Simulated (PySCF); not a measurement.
# H6HfN (Hf(H)3(NH3)+): the cost of one run

Computed with PySCF 2.14.0. Level: PBE0, Hf def2-SVP with ECP60, H def2-SVP, N def2-SVP; scalar-relativistic core potentials, no spin–orbit coupling.

1 further run of the same task is left out (for a known fault of the program).

## (1) Starting geometry

8 atoms, charge 1, spin multiplicity 1.

Bond lengths: Hf1–H2 1.920 Å, Hf1–H3 1.920 Å, Hf1–H4 1.920 Å, Hf1–N5 2.240 Å, N5–H6 1.020 Å, N5–H7 1.020 Å, N5–H8 1.020 Å. Angles: H2–Hf1–H3 109.5°, H2–Hf1–H4 109.5°, H2–Hf1–N5 109.5°, H3–Hf1–H4 109.5°, H3–Hf1–N5 109.5°, H4–Hf1–N5 109.5°, Hf1–N5–H6 113.0°, Hf1–N5–H7 113.0°, Hf1–N5–H8 113.0°, H6–N5–H7 105.8°, H6–N5–H8 105.8°, H7–N5–H8 105.8°.

Coordinates:

```xyz
8
charge 1, multiplicity 1
Hf    0.0000    0.0000    0.0000
H     1.1085    1.1085    1.1085
H    -1.1085   -1.1085    1.1085
H     1.1085   -1.1085   -1.1085
N    -1.2933    1.2933   -1.2933
H    -1.9064    1.9064   -0.7562
H    -0.7562    1.9064   -1.9064
H    -1.9064    0.7562   -1.9064
```

Formal oxidation states: Hf +4.

## (2) SCF at the start, singlet

The input, run.py (the lines that set the calculation):

```python
mol = gto.M(atom='''
Hf     0.00000     0.00000     0.00000
H      1.10850     1.10850     1.10850
H     -1.10850    -1.10850     1.10850
H      1.10850    -1.10850    -1.10850
N     -1.29330     1.29330    -1.29330
H     -1.90640     1.90640    -0.75620
H     -0.75620     1.90640    -1.90640
H     -1.90640     0.75620    -1.90640''',
    basis={'Hf': 'def2-SVP', 'H': 'def2-SVP', 'N': 'def2-SVP'},
    ecp={'Hf': 'def2-SVP'},
    charge=1, spin=0)
mf = dft.RKS(mol, xc='PBE0')
mf.grids.atom_grid = (50, 194)
mf = mf.density_fit()  # fitting sets: Hf def2-universal-JKFIT, H def2-universal-JKFIT, N def2-universal-JKFIT
mf.conv_tol = 1e-08; mf.max_cycle = 55
mf.kernel(dm0)  # dm0: free metal ions and neutral atoms
```

Command:

```sh
OMP_NUM_THREADS=2 python run.py
```

**Question.** How long does this run take on 2 threads of Intel Xeon Platinum 8259CL at 2.50GHz (Skylake/Cascade Lake), shared host, and how much memory does it need?

About 2.8 s, with a peak of 0.45 GiB.
